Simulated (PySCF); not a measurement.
# WOOH: relaxation and vibrations of the doublet

The task is one start of a wider search on WOOH: the doublet, from a linear start. It is relaxed, tested by its Hessian and followed downhill if it is a saddle.

Method: PBE0, basis W def2-TZVP with ECP60, O def2-TZVP, H def2-TZVP, scalar-relativistic core potentials, no spin–orbit coupling, density fitting; program: PySCF 2.14.0.

**1. Where the work starts**

4 atoms, charge 0, spin multiplicity 2.

Bond lengths: W1–O2 1.770 Å, W1–O3 2.000 Å, O3–H4 0.960 Å. Angles: O2–W1–O3 180.0°, W1–O3–H4 130.0°.

```xyz
4
charge 0 multiplicity 2
W     0.0000    0.0000    0.0000
O     0.0000    0.0000    1.7700
O     0.0000    0.0000   -2.0000
H     0.7354    0.0000   -2.6171
```

**2. First SCF at the start**

One driver script runs all steps and calls PySCF; scf.py shows how it sets up the SCF of each step. The optimiser is the driver's own. After this first run the driver tries any further starts and a stability analysis.

The input, scf.py:

```python
from pyscf import gto, scf, dft
mol = gto.M(atom='''
W      0.000000     0.000000     0.000000
O      0.000000     0.000000     1.770000
O      0.000000     0.000000    -2.000000
H      0.735400     0.000000    -2.617100''',
    basis={'W': 'def2-TZVP', 'O': 'def2-TZVP', 'H': 'def2-TZVP'},
    ecp={'W': 'def2-TZVP'},
    charge=0, spin=1)
mf = dft.UKS(mol, xc='PBE0')
mf.grids.atom_grid = (50, 194)
aux = {'W': 'def2-universal-JKFIT', 'O': 'def2-universal-JKFIT', 'H': 'def2-universal-JKFIT'}
mf = mf.density_fit(auxbasis=aux)
mf.conv_tol = 1e-08
mf.diis_space = 10
mf.max_cycle = 60
mf.init_guess = 'minao'
mf.verbose = 4
mf.kernel()
```

Started as:

```bash
OMP_NUM_THREADS=4 python axn.py task.json out
```

The log of the run:

```text
init E= -198.930195978522
[... the frontier-level lines of each cycle are left out ...]
cycle= 1 E= -217.462257223202  delta_E= -18.5  |g|= 1.13  |ddm|= 5.39
cycle= 2 E= -208.248984044571  delta_E= 9.21  |g|= 3.88  |ddm|=  2.7
cycle= 3 E= -217.875702812034  delta_E= -9.63  |g|= 0.494  |ddm|= 2.49
cycle= 4 E= -217.857167593182  delta_E= 0.0185  |g|= 0.601  |ddm|= 0.734
cycle= 5 E= -217.985126964697  delta_E= -0.128  |g|= 0.135  |ddm|= 0.327
cycle= 6 E= -217.991980741105  delta_E= -0.00685  |g|= 0.0516  |ddm|= 0.125
cycle= 7 E= -217.993059993312  delta_E= -0.00108  |g|= 0.0101  |ddm|= 0.0248
cycle= 8 E= -217.993123882843  delta_E= -6.39e-05  |g|= 0.00338  |ddm|= 0.0117
cycle= 9 E= -217.993144863065  delta_E= -2.1e-05  |g|= 0.00164  |ddm|= 0.00826
cycle= 10 E= -217.993163868456  delta_E= -1.9e-05  |g|= 0.00127  |ddm|= 0.0117
cycle= 11 E= -217.99317794596  delta_E= -1.41e-05  |g|= 0.000728  |ddm|= 0.0131
cycle= 12 E= -217.993184305293  delta_E= -6.36e-06  |g|= 0.000688  |ddm|= 0.00812
cycle= 13 E= -217.99319308154  delta_E= -8.78e-06  |g|= 0.000477  |ddm|= 0.0134
cycle= 14 E= -217.993201403094  delta_E= -8.32e-06  |g|= 0.00034  |ddm|= 0.0179
cycle= 15 E= -217.993205991067  delta_E= -4.59e-06  |g|= 0.00025  |ddm|= 0.0175
cycle= 16 E= -217.993206968476  delta_E= -9.77e-07  |g|= 6.14e-05  |ddm|= 0.0105
cycle= 17 E= -217.99320699803  delta_E= -2.96e-08  |g|= 1.88e-05  |ddm|= 0.00143
cycle= 18 E= -217.993207002033  delta_E= -4e-09  |g|= 7.5e-06  |ddm|= 0.000807
Extra cycle  E= -217.993207001971  delta_E= 6.22e-11  |g|= 1.88e-05  |ddm|= 1.66e-05
converged SCF energy = -217.993207001971  <S^2> = 0.76244879  2S+1 = 2.0124103
```

This step, with its further starts and checks, needed 27 s of wall time on 4 threads of Intel Xeon 6975P-C (Granite Rapids), shared host.

The starts that the driver tried:

| start | energy (Eh) |
| --- | --- |
| the minimal-basis guess | -217.993207 |
| a thermally smeared density | -217.992686 |
| a smeared PBE density | -218.019839 |

The first run landed in a state that is too high. Following the other starts and the instabilities gains 70.3 kJ/mol (-218.01998 Eh), and the work goes on from there.

**3. Relaxing the doublet from the linear start**

The program finds Cs symmetry in the start, which this walk keeps. The walk stops when the largest gradient is under 0.0003 Eh/bohr and the energy has settled too.

scf.py: that of step 2 with these lines changed.

```diff
@@ -3,4 +3,4 @@
-W      0.000000     0.000000     0.000000
-O      0.000000     0.000000     1.770000
-O      0.000000     0.000000    -2.000000
-H      0.735400     0.000000    -2.617100''',
+W     -0.003416     0.000000     0.029115
+O     -0.003416     0.000000     1.799115
+O     -0.003416     0.000000    -1.970885
+H      0.731984     0.000000    -2.587985''',
@@ -17 +16,0 @@
-mf.init_guess = 'minao'
```

The optimiser's trace:

| step | energy (Eh) | change (kJ/mol) | largest symmetric gradient (Eh/bohr) |
| --- | --- | --- | --- |
| 0 | -218.019979 | 0.00 | 0.06054 |
| 1 | -218.026616 | -17.43 | 0.03006 |
| 2 | -218.029754 | -25.66 | 0.01645 |
| 3 | -218.034034 | -36.90 | 0.02197 |
| 4 | -218.036037 | -42.16 | 0.04073 |
| 5 | -218.037231 | -45.30 | 0.02593 |
| 6 | -218.038110 | -47.60 | 0.00755 |
| 7 | -218.038395 | -48.35 | 0.00501 |
| 8 | -218.039208 | -50.49 | 0.00562 |
| 9 | -218.039992 | -52.54 | 0.02199 |
| 10 | -218.040607 | -54.16 | 0.01501 |
| 11 | -218.041221 | -55.77 | 0.00392 |
| 12 | -218.041502 | -56.51 | 0.00603 |
| 13 | -218.041697 | -57.02 | 0.00525 |
| 14 | -218.041810 | -57.32 | 0.00171 |
| 15 | -218.041828 | -57.37 | 0.00130 |
| 16 | -218.041834 | -57.38 | 0.00049 |
| 17 | -218.041835 | -57.38 | 0.00015 |

The walk took 47 s.

Geometry (Å) and forces (eV/Å) at some steps:

```
step 0
W   -0.003   0.000   0.029  -0.546  -0.001   1.436
O   -0.003   0.000   1.799   0.210   0.001  -3.113
O   -0.003   0.000  -1.971   0.590  -0.004   1.874
H    0.732   0.000  -2.588  -0.254   0.003  -0.197
step 1
W   -0.026   0.000   0.029  -0.807   0.006  -1.546
O    0.011   0.000   1.717   0.337  -0.003   1.434
O    0.016   0.000  -1.911   0.892  -0.008   0.291
H    0.721   0.000  -2.566  -0.421   0.004  -0.179
step 9
W   -0.462   0.000  -0.008   0.398   0.000   0.715
O    0.276   0.000   1.528  -0.301   0.000  -0.548
O    0.113   0.000  -1.776   0.541   0.000  -1.131
H    0.795   0.000  -2.475  -0.638   0.000   0.964
step 17
W   -0.498   0.000  -0.029   0.002   0.000   0.003
O    0.341   0.000   1.437  -0.003   0.000  -0.006
O    0.025   0.000  -1.830   0.007   0.000   0.004
H    0.854   0.000  -2.309  -0.007   0.000   0.000
```

It settles in Cs symmetry, 57.4 kJ/mol below the start, after 17 steps: O–H 0.958 Å, W–O 1.689 Å, W–O 1.875 Å; H–O–W 136.2°, O–W–O 134.0°.

**4. Is it a minimum? Harmonic modes**

The point is checked on the finer grid, and tightened if its gradient asks for it. The Hessian and the dipole derivatives come from central differences of analytic gradients, with steps of 0.02 bohr.

scf.py: that of step 3 with these lines changed.

```diff
@@ -3,4 +3,4 @@
-W     -0.003416     0.000000     0.029115
-O     -0.003416     0.000000     1.799115
-O     -0.003416     0.000000    -1.970885
-H      0.731984     0.000000    -2.587985''',
+W     -0.107378     0.000000     0.035190
+O      0.732940     0.000000     1.500714
+O      0.416740     0.000000    -1.764646
+H      1.245717     0.000000    -2.244165''',
@@ -11 +11 @@
-mf.grids.atom_grid = (50, 194)
+mf.grids.atom_grid = (75, 302)
@@ -14 +14 @@
-mf.conv_tol = 1e-08
+mf.conv_tol = 1e-10
```

This SCF starts from the last density.

Log of the central SCF (cycles and frontier levels):

```text
init E= -218.041843066931
[... the frontier-level lines of each cycle are left out ...]
cycle= 1 E= -218.041843066935  delta_E= -4.09e-12  |g|= 1.22e-06  |ddm|= 4.52e-06
Extra cycle  E= -218.041843066938  delta_E= -2.56e-12  |g|= 2.24e-06  |ddm|= 3.98e-06
converged SCF energy = -218.041843066938  <S^2> = 1.544996  2S+1 = 2.6795492
```

The whole step took 51 s.

Geometry: Cs; O–H 0.958 Å, W–O 1.689 Å, W–O 1.875 Å; H–O–W 136.3°, O–W–O 133.9°.

Modes, for the most abundant isotopes:

```csv
symmetry,ω (cm⁻¹),IR (km/mol)
a',145,7.4
a'',380,93.8
a',566,172
a',727,67.4
a',1048,150
a',3933,231
```

No imaginary mode, so this is a minimum.

Constants and moments:

* Dipole moment: 2.70 D
* Highest occupied level: -6.31 eV
* Lowest empty level: -2.93 eV
* Rotational constants: 1.125, 0.1848, 0.1588 cm⁻¹
* Zero-point energy: 40.7 kJ/mol
* Principal polarisabilities: 50.4, 50.5, 54.8 bohr³
* Atomisation energy without zero-point energy: 1558 kJ/mol
* Principal traceless quadrupole moments about the centre of mass: -8.37, -0.62, 8.99 D Å
* Entropy at 298.15 K and 1 bar (electronic part: spin only): 299.1 J/(mol K)
* Heat capacity Cp at 298.15 K: 56.8 J/(mol K)
* Enthalpy at 298.15 K above 0 K: 13.31 kJ/mol
* Rotational symmetry number: 1
* Spin squared ⟨S²⟩: 1.545

Charges (e) and bond orders:

```csv
atom,Mulliken,Löwdin,polar tensor,spin (Mulliken),Mayer order to W1
W1,0.77,0.46,1.05,0.98,–
O2,-0.47,-0.30,-0.67,0.00,2.24
O3,-0.65,-0.32,-0.73,0.02,1.10
H4,0.35,0.17,0.35,0.00,0.02
```

Outer orbital energies (eV). α occupied: -15.48, -11.51, -11.22, -10.48, -10.30, -10.24, -6.57, -6.31; empty: -2.93, -1.27, -0.89, 0.24. β occupied: -25.55, -15.41, -11.36, -11.08, -10.48, -10.01, -10.00, -6.52; empty: -2.58, -2.26, -1.17, -0.30.

Mulliken populations on W1 (outside its core potential): s 3.07, p 6.30, d 3.77, f 0.09.

**5. Summary of results**

| quantity | value |
| --- | --- |
| minimum | broken-symmetry (Ms = 1/2), Cs |
| geometry | O–H 0.958 Å, W–O 1.689 Å, W–O 1.875 Å; H–O–W 136.3°, O–W–O 133.9° |
| wavenumbers (cm⁻¹) | 145 (a'), 380 (a''), 566 (a'), 727 (a'), 1048 (a'), 3933 (a') |
| dipole moment | 2.70 D |
| highest occupied, lowest empty level (either spin) | -6.31, -2.93 eV |
| polar-tensor charge of W1 | +1.05 e |
| zero-point energy | 40.7 kJ/mol |
| entropy at 298.15 K | 299.1 J/(mol K) |
| atomisation energy (no zero-point energy) | 1558 kJ/mol |
| ⟨S²⟩ | 1.545 |

What this shows: The molecule stays Cs, as typed, and the end point is a minimum. The determinant is spin-contaminated (⟨S²⟩ = 1.54 against 0.75), so it is no pure spin state. The strongest infrared band lies at 3933 cm⁻¹ (a'). The first SCF alone would have been 70 kJ/mol too high. Only this shape and spin were tried, so other structures or states may lie lower. One determinant may miss the lowest occupation of an open d or f shell. Spin–orbit coupling, left out here, can matter for elements this heavy.

The search up to here took 2.1 min.
